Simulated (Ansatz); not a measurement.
**Palladium, bcc under BLYP: structure, energy and stiffness**

The plan for palladium in the bcc structure: relax it, solve it on a dense k-mesh, then scale the cell to 7 volumes from 88 to 112 % of the relaxed one and try a fit of the equation of state. Spin polarisation is left out. The k-meshes are 14×14×14 for the relaxation; 23×23×23 for the dense run; 15×15×15 for the volumes.

This is Pd in the bcc structure; at room conditions it is fcc.

Program: Ansatz 0.2.0. Level of theory: DFT BLYP, plane waves (420 eV) with PAW, scalar-relativistic; PBE-made PAW files. These are calculated values, not measurements.

### 1 The starting structure

The structure is cubic, space group Im-3m (No. 229). The conventional cell has a = 3.087 Å, b = 3.087 Å, c = 3.087 Å, α = 90.00°, β = 90.00°, γ = 90.00°. Pd (site symmetry m-3m) is surrounded by 8 Pd at 2.67 Å.

Structure file:

```
CELL_PARAMETERS angstrom
-1.54367 1.54367 1.54367
1.54367 -1.54367 1.54367
1.54367 1.54367 -1.54367
ATOMIC_POSITIONS crystal
Pd 0.00000 0.00000 0.00000
```

### 2 Geometry optimisation

input.yaml

```yaml
crystal:
  lattice:
    - [-1.543668153, 1.543668153, 1.543668153]
    - [1.543668153, -1.543668153, 1.543668153]
    - [1.543668153, 1.543668153, -1.543668153]
  atoms:
    - { symbol: Pd, position: [0.0, 0.0, 0.0] }
hamiltonian:
  xc: blyp
  pseudopotentials:
    kind: paw
    azcp:
      Pd: "pseudopotentials/Pd.paw.azcp"
basis:
  ecutwfc: 420
  fft_grid_basis: typed
kpoints:
  mp_grid: { grid: [14, 14, 14], shift: [0, 0, 0] }
magnetization:
  spin_polarized: false
scf:
  occupations: { method: fermi_dirac, width: 0.1 }
relax:
  max_steps: 60
  f_tol: 0.01
  cell: {}
```

The runs that follow: Single point on a dense mesh; At 88 % of the relaxed volume; At 92 % of the relaxed volume; At 96 % of the relaxed volume; At 100 % of the relaxed volume; At 104 % of the relaxed volume; At 108 % of the relaxed volume; At 112 % of the relaxed volume.

Q: Predict the outcome of this session. Wanted: space group; conventional cell; volume; shortest distance; gap on the mesh; relative to fcc; V₀, B₀, B₀′.

**Answer**, as computed:

```
                      quantity                         value
space group (spins left aside)               Im-3m (No. 229)
             conventional cell                   a = 3.208 Å
                        volume                16.501 Å³/atom
             shortest distance                       2.778 Å
               gap on the mesh  none (levels filled in part)
               relative to fcc                  +35 meV/atom
                   V₀, B₀, B₀′  16.445 Å³/atom, 132 GPa, 5.6
```

What this shows: From the guessed start the volume grew by 12.1 % in 5 steps. Against the reference form of palladium (fcc, computed apart with the same settings) it stands 35 meV/atom higher. Levels at the Fermi energy are filled in part, as in a metal. The fitted modulus is 132 GPa. Relaxation kept the symmetry; phonons were not checked.
